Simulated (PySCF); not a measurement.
**C4H3N3O: electronic structure in real space**

For C4H3N3O, the scripts below treat its π system by CASSCF and NEVPT2, see where an electron leaves and enters and analyse its density (charges, bond critical points, surface potential).

Program: PySCF 2.14.0. Level of theory: levels as typed in each script, gas phase, geometry from GFN2-xTB. These are calculated values, not measurements.

## 1. Where the work starts

11 atoms, charge 0, spin multiplicity 1.

Bond lengths: O1–C2 1.200 Å, C2–C3 1.486 Å, C2–H9 1.103 Å, C3–C4 1.395 Å, C3–N8 1.334 Å, C4–C5 1.389 Å, C4–H10 1.079 Å, C5–N6 1.326 Å, C5–H11 1.081 Å, N6–N7 1.291 Å, N7–N8 1.285 Å. Angles: O1–C2–C3 123.8°, O1–C2–H9 123.3°, C3–C2–H9 112.9°, C2–C3–C4 122.4°, C2–C3–N8 116.8°, C4–C3–N8 120.8°, C3–C4–C5 114.6°, C3–C4–H10 121.4°, C5–C4–H10 124.0°, C4–C5–N6 121.0°, C4–C5–H11 122.9°, N6–C5–H11 116.1°, C5–N6–N7 120.7°, N6–N7–N8 122.5°, C3–N8–N7 120.4°.

Geometry (Å):

```
O    -2.77942   -0.39355    0.00000
C    -1.93769    0.46107    0.00000
C    -0.47771    0.18331    0.00000
C     0.03593   -1.11350    0.00000
C     1.42334   -1.18581    0.00000
N     2.16455   -0.08668    0.00000
N     1.61189    1.08007    0.00000
N     0.33672    1.24042    0.00000
H    -2.16967    1.53906    0.00000
H    -0.61296   -1.97497    0.00000
H     1.96269   -2.12280    0.00000
```

## 2. The π active space (def2-svp)

Input file input.py:

```python
import numpy as np
from pyscf import gto, scf, dft, mcscf, mrpt
from pyscf.mcscf import avas

def solve(mol, dm0=None, hcore=None):
    mf = scf.ROHF(mol) if mol.spin else scf.RHF(mol)
    mf = mf.density_fit(auxbasis='def2-universal-jkfit')
    mf.conv_tol, mf.max_cycle = 1e-8, 80
    if hcore is not None:
        mf.get_hcore = lambda *args: hcore
    mf.kernel(dm0)
    if not mf.converged:
        mf = mf.newton().run(mf.mo_coeff, mf.mo_occ, max_cycle=30)
    assert mf.converged, 'SCF not converged'
    return mf

mol = gto.M(atom='''
O     -2.77942    -0.39355     0.00000
C     -1.93769     0.46107     0.00000
C     -0.47771     0.18331     0.00000
C      0.03593    -1.11350     0.00000
C      1.42334    -1.18581     0.00000
N      2.16455    -0.08668     0.00000
N      1.61189     1.08007     0.00000
N      0.33672     1.24042     0.00000
H     -2.16967     1.53906     0.00000
H     -0.61296    -1.97497     0.00000
H      1.96269    -2.12280     0.00000
''', basis='def2-svp', charge=0, spin=0, verbose=4)
mf = solve(mol)
ncas, nel, orbs = avas.avas(mf, ['C 2pz', 'N 2pz', 'O 2pz'], threshold=0.5, openshell_option=3)
print('active space', nel, ncas)
assert 2 <= ncas <= 10, 'active space too large or empty'
mc = mcscf.CASSCF(mf, ncas, nel)
mc.natorb, mc.max_cycle_macro = True, 60
mc.fix_spin_(ss=mol.spin / 2 * (mol.spin / 2 + 1))
mc.kernel(orbs)
occ = mc.mo_occ[mc.ncore:mc.ncore + ncas]
print('natural occupations', occ.round(4))
e2 = mrpt.NEVPT(mc).kernel()
out = dict(c=mc.mo_coeff[:, mc.ncore:mc.ncore + ncas], occ=occ, e=mc.e_tot, e2=e2, ehf=mf.e_tot, ok=mc.converged, nel=nel, w0=abs(mc.ci).max() ** 2, dm=mc.make_rdm1())
# the other spin state at the same geometry
other = mol.copy().set(spin=2).build()
mo = scf.ROHF(other).density_fit(auxbasis='def2-universal-jkfit').run()
na = (nel + other.spin) // 2
m2 = mcscf.CASSCF(mo, ncas, (na, nel - na))
m2.natorb = True
m2.fix_spin_(ss=other.spin / 2 * (other.spin / 2 + 1))
m2.kernel(mc.mo_coeff)
e2o = mrpt.NEVPT(m2).kernel()
print('other state above this one / eV: CASSCF', (m2.e_tot - mc.e_tot) * 27.211386, 'NEVPT2', (m2.e_tot + e2o - mc.e_tot - e2) * 27.211386)
np.savez('result.npz', eo=m2.e_tot, e2o=e2o, oko=m2.converged, occo=m2.mo_occ[mc.ncore:mc.ncore + ncas], co=m2.mo_coeff[:, mc.ncore:mc.ncore + ncas], **out)
```

The run is started by

```sh
$ OMP_NUM_THREADS=1 python input.py
```

## 4. Removing and adding an electron (CAM-B3LYP/6-31+g*)

Input file input.py:

```python
import numpy as np
from pyscf import gto, scf, dft
from pyscf.scf import atom_ks, atom_hf
from scipy.linalg import block_diag

def solve(mol, dm0=None, hcore=None):
    mf = (dft.UKS if mol.spin else dft.RKS)(mol, xc='camb3lyp')
    mf.grids.level = 3
    mf = mf.density_fit(auxbasis='def2-universal-jkfit')
    mf.conv_tol, mf.max_cycle = 1e-8, 80
    if hcore is not None:
        mf.get_hcore = lambda *args: hcore
    mf.kernel(dm0)
    if not mf.converged:
        mf = mf.newton().run(mf.mo_coeff, mf.mo_occ, max_cycle=30)
    assert mf.converged, 'SCF not converged'
    return mf

mol = gto.M(atom='''
O     -2.77942    -0.39355     0.00000
C     -1.93769     0.46107     0.00000
C     -0.47771     0.18331     0.00000
C      0.03593    -1.11350     0.00000
C      1.42334    -1.18581     0.00000
N      2.16455    -0.08668     0.00000
N      1.61189     1.08007     0.00000
N      0.33672     1.24042     0.00000
H     -2.16967     1.53906     0.00000
H     -0.61296    -1.97497     0.00000
H      1.96269    -2.12280     0.00000
''', basis='6-31+g*', charge=0, spin=0, verbose=4)
mf = solve(mol)
out = dict(e0=mf.e_tot, dm0=mf.make_rdm1(), c=mf.mo_coeff, occ=mf.mo_occ, eps=mf.mo_energy)
for name, dq, spin in [('cation', 1, 1), ('anion', -1, 1)]:
    ion = mol.copy().set(charge=mol.charge + dq, spin=spin).build()
    mi = solve(ion)
    if spin and dq > 0 and mol.nao < 130:
        c, _, stable, _ = mi.stability(return_status=True)
        if not stable:
            mi = solve(ion, mi.make_rdm1(c, mi.mo_occ))
    print(name, 'vertical energy change / eV', (mi.e_tot - mf.e_tot) * 27.211386)
    out.update({'e_' + name: mi.e_tot, 'dm_' + name: mi.make_rdm1(), 's2_' + name: mi.spin_square()[0], 'eps_' + name: mi.mo_energy, 'occ_' + name: mi.mo_occ})
# spherically averaged free atoms, for the promolecule
atm = atom_ks.get_atm_nrks(mol, xc='camb3lyp')
pro = block_diag(*[(atm[a[0]][2] * atm[a[0]][3]) @ atm[a[0]][2].T for a in mol._atom])
np.savez('result.npz', pro=pro, **out)
```

## 6. Density, bond paths and surface potential (wB97X/aug-cc-pvdz)

Input file input.py:

```python
import numpy as np
from pyscf import gto, scf, dft
from pyscf.scf import atom_ks, atom_hf
from scipy.linalg import block_diag

def solve(mol, dm0=None, hcore=None):
    mf = (dft.UKS if mol.spin else dft.RKS)(mol, xc='wb97x')
    mf.grids.level = 3
    mf = mf.density_fit(auxbasis='def2-universal-jkfit')
    mf.conv_tol, mf.max_cycle = 1e-8, 80
    if hcore is not None:
        mf.get_hcore = lambda *args: hcore
    mf.kernel(dm0)
    if not mf.converged:
        mf = mf.newton().run(mf.mo_coeff, mf.mo_occ, max_cycle=30)
    assert mf.converged, 'SCF not converged'
    return mf

mol = gto.M(atom='''
O     -2.77942    -0.39355     0.00000
C     -1.93769     0.46107     0.00000
C     -0.47771     0.18331     0.00000
C      0.03593    -1.11350     0.00000
C      1.42334    -1.18581     0.00000
N      2.16455    -0.08668     0.00000
N      1.61189     1.08007     0.00000
N      0.33672     1.24042     0.00000
H     -2.16967     1.53906     0.00000
H     -0.61296    -1.97497     0.00000
H      1.96269    -2.12280     0.00000
''', basis='aug-cc-pvdz', charge=0, spin=0, verbose=4)
mf = solve(mol)
mf.analyze()
# spherically averaged free atoms, for the promolecule
atm = atom_ks.get_atm_nrks(mol, xc='wb97x')
pro = block_diag(*[(atm[a[0]][2] * atm[a[0]][3]) @ atm[a[0]][2].T for a in mol._atom])
np.savez('result.npz', e=mf.e_tot, c=mf.mo_coeff, occ=mf.mo_occ, eps=mf.mo_energy, pro=pro, dip=mf.dip_moment(verbose=0), s2=mf.spin_square()[0])
```

(Steps that only read results are left out.)

What does the calculation give? Wanted: triplet less singlet, CASSCF and NEVPT2; weight of the leading determinant; vertical ionisation energy; vertical electron affinity; dipole moment; HOMO, LUMO.

As calculated:

| quantity | value |
| --- | --- |
| triplet less singlet, CASSCF and NEVPT2 (def2-svp) | +3.92 and +4.52 eV |
| weight of the leading determinant | 0.84 |
| vertical ionisation energy (CAM-B3LYP/6-31+g*) | 9.94 eV |
| vertical electron affinity (CAM-B3LYP/6-31+g*) | 1.32 eV |
| dipole moment (wB97X/aug-cc-pvdz) | 2.74 D |
| HOMO, LUMO (wB97X/aug-cc-pvdz) | -10.12, -1.09 eV |

What this shows: The ionisation energy from two SCF runs, 9.94 eV, lies 0.9 eV above −ε(HOMO) = 9.08 eV of the same level, CAM-B3LYP/6-31+g*. At wB97X/aug-cc-pvdz: The highest Hirshfeld charge is on C2 (+0.13 e), the lowest on O1 (−0.20 e). All values hold at the given geometry, in the gas phase.
